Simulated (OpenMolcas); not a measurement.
# Os⁶⁺ among point charges: CASSCF and CASPT2 levels and susceptibility

How does a field of 6 point charges split the states of Os⁶⁺, and what χT follows?

Program: OpenMolcas 26.06. Level of theory: state-averaged CASSCF and CASPT2, spin-orbit coupling by RASSI with atomic mean-field integrals. These are calculated values, not measurements, unless marked.

### Step 1. Starting point

```
Species                           : Os⁶⁺ (osmium, Z = 76, 70 electrons)
Basis                             : ANO-RCC-VDZP [7s6p4d2f1g], 68 functions
Scalar Hamiltonian                : DKH2, point nucleus
Inactive shells                   : 1s 2s 2p 3s 3p 3d 4s 4p 4d 4f 5s 5p
Active space                      : 2 electrons in 5 orbitals (5d)
Some configurations of this space : 5d²
Orbitals                          : optimised for each spin and parity, averaged over all roots
```

The outer shells:

5d2
```
5d [↑ ][↑ ][  ][  ][  ]
```

The ion sits among 6 point charges of -1.5 e arranged as an octahedron (Oh), 1.88 Å from the ion.

Each step is its own input file, run in one work folder so that later steps find the files of earlier ones. Labels, J, g values, rates, χT and fits are worked out afterwards by a script from the matrices that RASSI stores. The input lists half of the charges; inversion (Group=XYZ) makes the rest.

### Step 2. Basis and integrals

Input file a.inp:

```
&GATEWAY
Coord
1

Os 0.0 0.0 0.0
Basis=ANO-RCC-VDZP
Group=XYZ
NoMove
AngMom=0.0 0.0 0.0
AMFI
XField
3 Angstrom 0
1.880000 0.000000 0.000000 -1.500000
0.000000 1.880000 0.000000 -1.500000
0.000000 0.000000 1.880000 -1.500000
&SEWARD
```

The run is started by

```
> OMP_NUM_THREADS=1 MOLCAS_MEM=1689 MOLCAS_PROJECT=a pymolcas a.inp > a.log
```

The program printed:

```text
Basis set label: OS.ANO-RCC...7S6P4D2F1G.

      Electronic valence basis set:
      ------------------
      Associated Effective Charge  76.000000 au
      Associated Actual Charge     76.000000 au
      Nuclear Model: Point charge

      Shell  nPrim  nBasis  Cartesian Spherical Contaminant
         s      24       7        X
         p      21       6        X
         d      15       4                 X
         f      11       2                 X
         g       4       1                 X
                  Relativistic Douglas-Kroll-Hess integrals:
                    - DKH order of Hamiltonian: 2
                    - DKH order of Properties : 0
                  Atomic mean-field integrals
```

### Step 3. Reference wave functions, triplets of even parity, 10 roots

Input file a.inp:

```
&RASSCF
FileOrb=start.orb
Symmetry=1
Spin=3
nActEl=2 0 0
Inactive=15 19
Ras2=5 0
CIRoot=10 10 1
SDav=10
CIMx=300
Iter=120 100
PrWF=0.3
OrbListing=Nothing
MaxOrb=0
>>> COPY $Project.JobIph JOB001
```

The run is started by

```
> OMP_NUM_THREADS=1 MOLCAS_MEM=1689 MOLCAS_PROJECT=a pymolcas a.inp > a.log
```

start.orb holds the contracted functions of the basis, ordered by shell, or the orbitals of the step before.

The program printed, cut to the lines that bear on the results:

```text
[...]
      Number of active orbitals                  5
[...]
      Spin quantum number                      1.0
[...]
      Active orbitals                            5   0
[...]
      Number of CSFs                            10
      Number of root(s) required                10
[...]
      Convergence after  8 iterations
[...]
      Natural orbitals and occupation numbers for root  1
      sym 1:   0.038795   0.961205   0.038795   0.961205  -0.000000
      Natural orbitals and occupation numbers for root  2
      sym 1:   0.962238   0.962238   0.000000   0.037762   0.037762
      Natural orbitals and occupation numbers for root  3
      sym 1:   0.921331   0.078669  -0.000000   0.921331   0.078669
::    RASSCF root number  1 Total energy: -17244.92160673
::    RASSCF root number  2 Total energy: -17244.92160673
::    RASSCF root number  3 Total energy: -17244.92160673
[...]
::    RASSCF root number  7 Total energy: -17244.84979409
::    RASSCF root number  8 Total energy: -17244.82971080
::    RASSCF root number  9 Total energy: -17244.82971080
::    RASSCF root number 10 Total energy: -17244.82971080
```

### Step 4. Reference wave functions, singlets of even parity, 15 roots

Input file a.inp:

```
&RASSCF
FileOrb=start.orb
Symmetry=1
Spin=1
nActEl=2 0 0
Inactive=15 19
Ras2=5 0
CIRoot=15 15 1
SDav=15
CIMx=300
Iter=120 100
PrWF=0.3
OrbListing=Nothing
MaxOrb=0
>>> COPY $Project.JobIph JOB002
```

The run is started by

```
> OMP_NUM_THREADS=1 MOLCAS_MEM=1689 MOLCAS_PROJECT=a pymolcas a.inp > a.log
```

The program printed, cut to the lines that bear on the results:

```text
[...]
      Number of active orbitals                  5
[...]
      Spin quantum number                      0.0
[...]
      Active orbitals                            5   0
[...]
      Number of CSFs                            15
      Number of root(s) required                15
[...]
      Convergence after  7 iterations
[...]
      Natural orbitals and occupation numbers for root  1
      sym 1:   0.090657   0.934748   0.000026   0.122441   0.852128
      Natural orbitals and occupation numbers for root  2
      sym 1:   1.066230   0.184883   0.000707   0.044069   0.704112
      Natural orbitals and occupation numbers for root  3
      sym 1:   0.930567   0.871273   0.110129   0.088016   0.000016
::    RASSCF root number  1 Total energy: -17244.85930526
::    RASSCF root number  2 Total energy: -17244.85930526
::    RASSCF root number  3 Total energy: -17244.85930526
[...]
::    RASSCF root number 12 Total energy: -17244.80228701
::    RASSCF root number 13 Total energy: -17244.77705185
::    RASSCF root number 14 Total energy: -17244.77705185
::    RASSCF root number 15 Total energy: -17244.66809576
```

### Step 5. State interaction with spin-orbit coupling

Input file a.inp:

```
&RASSI
NrOfJobIphs=2 10 15
1 2 3 4 5 6 7 8 9 10
1 2 3 4 5 6 7 8 9 10 11 12 13 14 15
IphNames
JOB001
JOB002
EJob
SpinOrbit
DIPRint=1.0
SOCoupling=1000.0
Subsets=2
Property=9
'ANGMOM' 1 'ANGMOM' 2 'ANGMOM' 3 'MLTPL  1' 1 'MLTPL  1' 2 'MLTPL  1' 3
'AMFI' 1 'AMFI' 2 'AMFI' 3
SOProperty=3
'ANGMOM' 1 'ANGMOM' 2 'ANGMOM' 3
```

The run is started by

```
> OMP_NUM_THREADS=1 MOLCAS_MEM=1689 MOLCAS_PROJECT=a pymolcas a.inp > a.log
```

The program printed, cut to the lines that bear on the results:

```text
SPIN-FREE ENERGIES:
  (Shifted by EMIN (a.u.) =     -17244.9216067295)
 SF State       Relative EMIN(au)   Rel lowest level(eV)    D:o, cm**(-1)      L_eff
     1             0.0000000000        0.0000000000              0.0000         3.0
     2             0.0000000000        0.0000000000              0.0000         3.0
     3             0.0000000000        0.0000000000              0.0000         3.0
     4             0.0333352073        0.9070972025           7316.2323         3.0
     5             0.0333352073        0.9070972025           7316.2323         3.0
     6             0.0333352073        0.9070972025           7316.2323         3.0
    11             0.0623014743        1.6953094815          13673.5931         2.6
    12             0.0623014743        1.6953094815          13673.5931         2.6
    13             0.0623014743        1.6953094815          13673.5931         2.6
    14             0.0646806156        1.7600492147          14195.7543         2.9
[...]
Eigenvalues of complex Hamiltonian:
   -----------------------------------
  (Shifted by EMIN (a.u.) =     -17244.9216067295)
 SO State       Relative EMIN(au)   Rel lowest level(eV)    D:o, cm**(-1)     J-value
     1            -0.0492253483        0.0000000000              0.0000         1.8
     2            -0.0492253483        0.0000000001              0.0000         1.4
     3            -0.0432077107        0.1637482625           1320.7188         1.7
     4            -0.0432077107        0.1637482625           1320.7188         1.7
     5            -0.0432077107        0.1637482624           1320.7188         1.7
     6             0.0016541331        1.3845012229          11166.7554         2.3
     7             0.0016541331        1.3845012229          11166.7554         2.4
     8             0.0016541331        1.3845012229          11166.7554         2.7
     9             0.0136380223        1.7105994596          13796.9151         2.4
    10             0.0136380223        1.7105994596          13796.9151         2.4
    11             0.0136380223        1.7105994597          13796.9151         2.4
[...]
```

These steps: 6.1 s of run time, 1 thread of Intel Xeon Platinum 8488C (Sapphire Rapids), shared host.

States without spin-orbit coupling:

```csv
state,degeneracy,E (cm-1),free-ion L (%)
3T1,3,0,F (97)
3T2,3,7316,F (100)
1T2,3,13674,D (76)
1E,2,14196,D (62)
3A2,1,15761,F (100)
3T1,3,20169,P (97)
1T2,3,23661,G (76)
1A1,1,25236,G (91)
1T1,3,26188,G (100)
1E,2,31726,G (62)
1A1,1,55639,S (91)
```

With spin-orbit coupling:

| E (cm-1) | Degeneracy | Label | 2S+1 |
| --- | --- | --- | --- |
| 0.0 | 2 | E | 3 |
| 1321 | 3 | T2 | 3 |
| 11167 | 3 | T1 | 3 |
| 13797 | 3 | T2 | 3 |
| 15391 | 1 | A1 | 3 |
| 15455 | 1 | A2 | 3 |
| 21067 | 3 | T1 | 3 |
| 21772 | 2 | E | 3 |
| 22829 | 2 | E | 3 |
| 23414 | 1 | A1 | 3 |
| 23923 | 3 | T2 | 1 |
| 26947 | 3 | T2 | 3 |
| 28514 | 3 | T1 | 3 |
| 36332 | 3 | T2 | 3 |
| 36415 | 2 | E | 3 |
| 37959 | 1 | A1 | 1 |
| 38806 | 3 | T1 | 1 |
| 40418 | 3 | T2 | 1 |
| 46409 | 2 | E | 1 |
| 70161 | 1 | A1 | 1 |

Powder χT (cm³ K/mol): 0.00 at 2 K, 0.00 at 5 K, 0.00 at 10 K, 0.00 at 20 K, 0.01 at 50 K, 0.02 at 100 K, 0.04 at 150 K, 0.05 at 200 K, 0.06 at 250 K, 0.07 at 300 K.

A ligand-field fit to the states below 45000 cm-1 gives 10Dq = 8539 cm-1, B = 929 cm-1 and C = 3842 cm-1 (C/B = 4.14), with a deviation of 57 cm-1.

Orbitals of the lowest block (energies include the constant potential of the surroundings):

```csv
shell,space,energy (hartree),mean occupation,⟨r²⟩ (bohr²)
1s,inactive,-2724.1924,2.000,0.000402
2s,inactive,-480.4790,2.000,0.00656
2p,inactive,-420.3055,6.000,0.00546
3s,inactive,-114.5154,2.000,0.0428
3p,inactive,-96.4177,6.000,0.0435
3d,inactive,-75.2646,10.000,0.0364
4s,inactive,-25.7540,2.000,0.211
4p,inactive,-19.6789,6.000,0.239
4d,inactive,-11.7999,10.000,0.277
4f,inactive,-3.0346,14.000,0.365
5s,inactive,-4.2998,2.000,1.14
5p,inactive,-2.5514,6.000,1.44
5d,RAS2,,2.000,2.36
```

### Step 6. CASPT2: IPEA 0.25, imaginary shift 0.1 (closed shells correlated: 5s 5p)

Input file a.inp:

```
>>> COPY JOB001 $Project.JobIph
&CASPT2
Multistate=10 1 2 3 4 5 6 7 8 9 10
NoMult
Frozen=14 16
IPEA=0.25
Imaginary=0.1
MaxIter=60
WThr=0.0 0.3 0.05
PrWF=0.5
NoMix
>>> COPY JOB002 $Project.JobIph
&CASPT2
Multistate=15 1 2 3 4 5 6 7 8 9 10 11 12 13 14 15
NoMult
Frozen=14 16
IPEA=0.25
Imaginary=0.1
MaxIter=60
WThr=0.0 0.3 0.05
PrWF=0.5
NoMix
```

The program printed:

```text
Orbital specifications:
      -----------------------

      Symmetry species                           1   2
                                                ag  au
      Frozen orbitals                           14  16
      Inactive orbitals                          1   3
      Active orbitals                            5   0
      Secondary orbitals                        16  13
      Deleted orbitals                           0   0
      Number of basis functions                 36  32
Type of calculation                        SS-CASPT2
      Fock operator                              state-specific
      IPEA shift                                 0.25
      Real shift                                 0.00
      Imaginary shift                            0.10
      The input orbitals will be transformed to quasi-canonical
Reference energy:      -17244.9216067295
      E2 (Non-variational):      -0.1538524608
      Shift correction:          -0.0000439145
      E2 (Variational):          -0.1538963753
      Total energy:          -17245.0755031048
      Residual norm:              0.0000001172
      Reference weight:           0.97565
      Contributions to the CASPT2 correlation energy
      Active & Virtual Only:         -0.0025433559
      One Inactive Excited:          -0.0551500211
      Two Inactive Excited:          -0.0961590838
Reference energy:      -17244.9216067295
      E2 (Non-variational):      -0.1538447197
      Shift correction:          -0.0000439057
      E2 (Variational):          -0.1538886254
      Total energy:          -17245.0754953549
      Residual norm:              0.0000001168
      Reference weight:           0.97566
      Contributions to the CASPT2 correlation energy
      Active & Virtual Only:         -0.0025427259
      One Inactive Excited:          -0.0551455184
      Two Inactive Excited:          -0.0961564753
::    CASPT2 Root  1     Total energy: -17245.07550310
::    CASPT2 Root  2     Total energy: -17245.07549535
::    CASPT2 Root  3     Total energy: -17245.07584743
::    CASPT2 Root  4     Total energy: -17245.04278597
::    CASPT2 Root  5     Total energy: -17245.04290536
::    CASPT2 Root  6     Total energy: -17245.04176669
::    CASPT2 Root  7     Total energy: -17245.00270391
::    CASPT2 Root  8     Total energy: -17244.99039491
::    CASPT2 Root  9     Total energy: -17244.99054791
::    CASPT2 Root 10     Total energy: -17244.99051045
Orbital specifications:
      -----------------------

      Symmetry species                           1   2
                                                ag  au
      Frozen orbitals                           14  16
      Inactive orbitals                          1   3
      Active orbitals                            5   0
      Secondary orbitals                        16  13
      Deleted orbitals                           0   0
      Number of basis functions                 36  32
Type of calculation                        SS-CASPT2
      Fock operator                              state-specific
      IPEA shift                                 0.25
      Real shift                                 0.00
      Imaginary shift                            0.10
      The input orbitals will be transformed to quasi-canonical
Reference energy:      -17244.8593052552
      E2 (Non-variational):      -0.1610671449
      Shift correction:          -0.0000678661
      E2 (Variational):          -0.1611350109
      Total energy:          -17245.0204402662
      Residual norm:              0.0000004179
      Reference weight:           0.97278
      Contributions to the CASPT2 correlation energy
      Active & Virtual Only:         -0.0069753576
      One Inactive Excited:          -0.0545712724
      Two Inactive Excited:          -0.0995205149
Reference energy:      -17244.8593052552
      E2 (Non-variational):      -0.1610752743
      Shift correction:          -0.0000753476
      E2 (Variational):          -0.1611506218
      Total energy:          -17245.0204558770
      Residual norm:              0.0000003201
      Reference weight:           0.97248
      Contributions to the CASPT2 correlation energy
      Active & Virtual Only:         -0.0070860324
      One Inactive Excited:          -0.0544733722
      Two Inactive Excited:          -0.0995158696
::    CASPT2 Root  1     Total energy: -17245.02044027
::    CASPT2 Root  2     Total energy: -17245.02045588
::    CASPT2 Root  3     Total energy: -17245.02046284
::    CASPT2 Root  4     Total energy: -17245.01700851
::    CASPT2 Root  5     Total energy: -17245.01699948
::    CASPT2 Root  6     Total energy: -17244.97386915
::    CASPT2 Root  7     Total energy: -17244.97468198
::    CASPT2 Root  8     Total energy: -17244.97471776
::    CASPT2 Root  9     Total energy: -17244.96896635
::    CASPT2 Root 10     Total energy: -17244.96135525
::    CASPT2 Root 11     Total energy: -17244.96137640
::    CASPT2 Root 12     Total energy: -17244.96141261
::    CASPT2 Root 13     Total energy: -17244.93648186
::    CASPT2 Root 14     Total energy: -17244.93652847
::    CASPT2 Root 15     Total energy: -17244.84026351
```

Time for this run: 2.9 s (1 thread of Intel Xeon Platinum 8488C (Sapphire Rapids), shared host).

SS-CASPT2: lowest energy less the reference's lowest, -0.1540 hartree; reference weights 0.971 to 0.976.

Spin-free states, with their symmetry labels:

```csv
state,degeneracy,E (cm-1),free-ion L (%)
3T1,3,0,F (97)
3T2,3,7271,F (100)
1T2,3,12107,D (76)
1E,2,12864,D (62)
3A2,1,16002,F (100)
3T1,3,18684,P (97)
1T2,3,22209,G (76)
1A1,1,23407,G (91)
1T1,3,25071,G (100)
1E,2,30531,G (62)
1A1,1,51654,S (91)
```

With spin-orbit coupling:

```tsv
E (cm-1)	Degeneracy	Label	2S+1
0	2	E	3
1270	3	T2	3
11290	3	T1	3
13800	3	T2	3
15020	1	A1	3
15550	1	A2	3
21040	2	E	1
21050	3	T1	3
22250	1	A1	3
22410	2	E	3
22840	3	T2	1
26520	3	T2	3
27200	3	T1	3
35270	2	E	3
35520	3	T2	3
36400	1	A1	1
37940	3	T1	1
39330	3	T2	1
45360	2	E	1
66520	1	A1	1
```

Powder χT (cm³ K/mol): 0.00 at 2 K, 0.00 at 5 K, 0.00 at 10 K, 0.01 at 20 K, 0.01 at 50 K, 0.03 at 100 K, 0.04 at 150 K, 0.05 at 200 K, 0.06 at 250 K, 0.08 at 300 K.

A ligand-field fit to the states below 45000 cm-1 gives 10Dq = 8765 cm-1, B = 835 cm-1 and C = 3617 cm-1 (C/B = 4.33), with a deviation of 230 cm-1.

### Step 7. The methods side by side

A. CASSCF
B. SS-CASPT2, IPEA 0.25, imaginary shift 0.1 (closed shells correlated: 5s 5p)

```csv
method,ground state,first state of that spin (cm-1),first gap with spin-orbit (cm-1),χT at 300 K
A,3T1,3T2 7316,1320.7,0.07
B,3T1,3T2 7271,1273.1,0.08
```

### Step 8. Outcome

| quantity | value |
| --- | --- |
| method | SS-CASPT2, IPEA 0.25, imaginary shift 0.1 (closed shells correlated: 5s 5p) |
| spin-free ground state | 3T1, 3-fold in its orbital part |
| first state of the same spin within the active space | 3T2 at 7270 cm⁻¹ |
| lowest level | 2-fold E, g = 0.00, 0.00, 0.00 |
| next level | 1273.1 cm⁻¹ |
| χT at 300 K | 0.08 cm³ K/mol |
| effective moment at 300 K | 0.78 μB |

Cost by method:

```csv
method,time of its own steps,time with the reference
A. CASSCF,6.1 s,6.1 s
"B. SS-CASPT2, IPEA 0.25, imaginary shift 0.1, +5s 5p",2.9 s,9 s
```

Times are of one thread on a shared host.

**Reading.** The spin-free ground state (3T1) comes to 97 % from free-ion F terms and keeps the highest spin of the shell. χT at 300 K is 0.08, against 1.00 cm³ K/mol for the spin alone, so spin-orbit coupling lowers it. A ligand-field fit to the states below 45000 cm-1 gives 10Dq = 8765 cm-1, B = 835 cm-1 and C = 3617 cm-1 (C/B = 4.33), with a deviation of 230 cm-1. CASPT2 does not keep the components of a term degenerate, and the means are used. The field of point charges can differ much from that of real complexes. This is an electrostatic model: the charges have no orbitals.
